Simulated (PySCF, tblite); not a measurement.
# 4-tolylboronic acid (C7H9BO2): geometry, infrared bands, NMR shifts and electronic excitations

Aim: predict the infrared bands, NMR shifts and electronic excitations of 4-tolylboronic acid (C7H9BO2) (`Cc1ccc(B(O)O)cc1`).

The runs use tblite 0.8.0 and PySCF 2.14.0, with density-fitted response routines of our own; the level of theory stands in each step. All values are computed, except where a source is named. Atoms are numbered from 0 throughout.

**1. The molecule as given**

19 atoms, charge 0, multiplicity 1; geometry from: force field or distance geometry start.

Bonds of the start (Å): C0–C1 1.52, C1–C2 1.39, C2–C3 1.39, C3–C4 1.37, C4–B5 1.58, B5–O6 1.48, B5–O7 1.48, C4–C8 1.39, C8–C9 1.37, C9–C1 1.38, C0–H10 1.09, C0–H11 1.12, C0–H12 1.12, C2–H13 1.08, C3–H14 1.09, O6–H15 1.01, O7–H16 0.99, C8–H17 1.08, C9–H18 1.08.

**2. Geometry optimisation with GFN2-xTB**

What the job is given:

```
{"job": {"kind": "relax", "xc": "GFN2-xTB", "basis": "xTB"}, "charge": 0, "multiplicity": 1}
C      3.094100     0.460900    -0.222400
C      1.614100     0.157900    -0.098400
C      0.962400     0.294700     1.121900
C     -0.395000     0.002000     1.157500
C     -1.107100    -0.448200     0.073500
B     -2.648200    -0.779500     0.174900
O     -3.530900    -0.574500    -0.993400
O     -3.290000    -0.406500     1.459200
C     -0.422800    -0.589200    -1.129700
C      0.913300    -0.289200    -1.195300
H      3.663400    -0.378900    -0.608600
H      3.233600     1.321000    -0.929000
H      3.466800     0.822900     0.768800
H      1.454300     0.639000     2.018500
H     -0.899500     0.123000     2.120400
H     -3.565500     0.413400    -1.179200
H     -3.073300     0.553900     1.562900
H     -0.966700    -0.934600    -2.001800
H      1.487100    -0.379000    -2.107100
```

Command:

```
OMP_NUM_THREADS=1 python probes_run.py task.json out
```

One launch serves the whole session: the jobs run in the order shown.

**Question.** This job is followed by: GFN2-xTB harmonic vibrations, gas phase; PBE0-D3(BJ)/def2-SVP geometry optimisation, gas phase; GIAO PBE0/pcSseg-1 NMR shielding, non-relativistic, gas phase; TDDFT wB97X-D/def2-SVPD, vertical, gas phase, core orbitals frozen in the response; GIAO B97-2/pcSseg-1 NMR shielding, non-relativistic, gas phase. Predict these results of the whole session: strongest single infrared mode (GFN2-xTB); zero-point energy (GFN2-xTB); rotational constants (main isotopes); 13C shifts against TMS (PBE0/pcSseg-1, means over atoms taken as alike); 1H shifts against TMS (PBE0/pcSseg-1, means over atoms taken as alike); 11B shifts against BF3·OEt2 (PBE0/pcSseg-1); 17O shifts against H2O (PBE0/pcSseg-1, means over atoms taken as alike); lowest singlet (wB97X-D/def2-SVPD); brightest single state of those computed; lowest triplet; vertical ionisation energy (ΔSCF); range of the shift of O6.

**Answer**, as computed:

| quantity | value |
| --- | --- |
| strongest single infrared mode (GFN2-xTB) | 1293 cm⁻¹, 422 km/mol |
| zero-point energy (GFN2-xTB) | 92.5 kcal/mol |
| rotational constants (main isotopes) | 3.63, 0.74, 0.61 GHz |
| 13C shifts against TMS (PBE0/pcSseg-1, means over atoms taken as alike) | 146.7, 139.2, 133.9, 131.2, 23.5 ppm |
| 1H shifts against TMS (PBE0/pcSseg-1, means over atoms taken as alike) | 7.73, 7.32, 4.21, 2.41 ppm |
| 11B shifts against BF3·OEt2 (PBE0/pcSseg-1) | 26.8 ppm |
| 17O shifts against H2O (PBE0/pcSseg-1, means over atoms taken as alike) | 106.7 ppm |
| lowest singlet (wB97X-D/def2-SVPD) | 5.23 eV (237 nm), f = 0.005 |
| brightest single state of those computed | state 4, 6.84 eV, f = 0.786 |
| lowest triplet | 3.96 eV |
| vertical ionisation energy (ΔSCF) | 8.87 eV |
| range of the shift of O6 | 101.5 to 106.7 ppm |

**Reading.** Over 82 steps the energy fell by 1.937 eV; of the close pairs, B5–O6 changed most, 1.479 to 1.351 Å (GFN2-xTB). All 51 modes are real, so the xTB geometry is a minimum. The strongest single mode, at 1293 cm⁻¹, moves mainly B5. GFN2-xTB is a fitted tight-binding method: band positions and strengths are rough. Its intensities can rank the bands wrongly. Over 7 steps the energy fell by 0.257 eV; of the close pairs, C2–C3 changed most, 1.330 to 1.392 Å (PBE0/def2-SVP). No frequency check was run at this level, so the end point may be a saddle. NICS(1)zz of -27 ppm above the planar ring from C1 marks a diatropic (aromatic) ring current. The first singlet state (HOMO−1→LUMO 0.55, HOMO→LUMO+1 0.40) lies at 5.23 eV and is weak; of the 10 states computed, the strongest absorption comes from state 4 at 6.84 eV. The lowest triplet lies 1.27 eV below the lowest singlet (triplets in Tamm-Dancoff, singlets in full TDDFT). ΔSCF puts the ionisation energy at 8.87 eV, 0.04 eV above −ε(HOMO). In ppm, O6 (with its like atoms) moves most: its shift spreads over 5.2 ppm, from 101.5 (B97-2/pcSseg-1) to 106.7 (PBE0/pcSseg-1). Part of that comes from the computed reference.
